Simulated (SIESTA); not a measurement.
Runs of SIESTA 5.4.2 on GeCN2. It takes space group R-3m (No. 166, trigonal). Conventional cell: a = 3.588 Å, b = 3.588 Å, c = 14.766 Å, α = 90.00°, β = 90.00°, γ = 120.00°. Around Ge (site symmetry -3m) lie 6 N at 2.40 Å. N (site symmetry 3m) is surrounded by 1 C at 1.24 Å. C (site symmetry -3m) has 2 N at 1.24 Å as nearest neighbours. The cell comes from a database or a generator and needn't be the stable form of this composition.

```csv
task,level,potentials or basis,broadening (eV),window to (eV),polarisation,direction,optical mesh offset,gap on the mesh (eV),pressure (GPa),largest force (eV/Å)
band structure,PBE,"PseudoDojo 0.4 standard (PBE files), DZP (energy shift 0.003 Ry; two zetas on semicore shells)",-,-,-,-,-,1.16,4.5,1.74
optical spectrum,PBE,"PseudoDojo 0.4 standard (PBE files), DZP (energy shift 0.003 Ry; two zetas on semicore shells)",0.3 eV,40 eV,polarized,1.0 0.0 0.0,true,1.16,4.5,1.74
band structure,PBEsol,"PseudoDojo 0.4 standard (PBEsol files), DZP (energy shift 0.003 Ry; two zetas on semicore shells)",-,-,-,-,-,1.05,1.7,(a)
band structure,LDA,"PseudoDojo 0.4 standard (LDA files), DZP (energy shift 0.003 Ry; two zetas on semicore shells)",-,-,-,-,-,1.03,(b),1.61
```

Alike in all rows: no spin polarisation; cell as given; k mesh 9 × 9 × 9; smearing fermi-dirac 0.05 eV; grid cutoff 800 Ry; energy shift 0.003 Ry.

Question: Estimate the missing entries.

Answer: (a) 1.99; (b) -1.7.

Caveats: the basis of atomic orbitals isn't converged, which shifts pressures, moduli and gaps; forces of over 1 eV/Å show positions far from the minimum, so gaps and moduli don't describe the material at rest; the basis holds too few empty states to meet the f-sum rule, so the spectrum is short of weight at high energy (some runs); spectra need much finer meshes, so this one isn't converged (some runs); independent-particle spectra lack excitons (some runs); an odd mesh through Γ misses points on the zone boundary, where band edges often lie (some runs).

A k mesh can miss the band edges, and the runs leave out spin-orbit coupling on Ge.
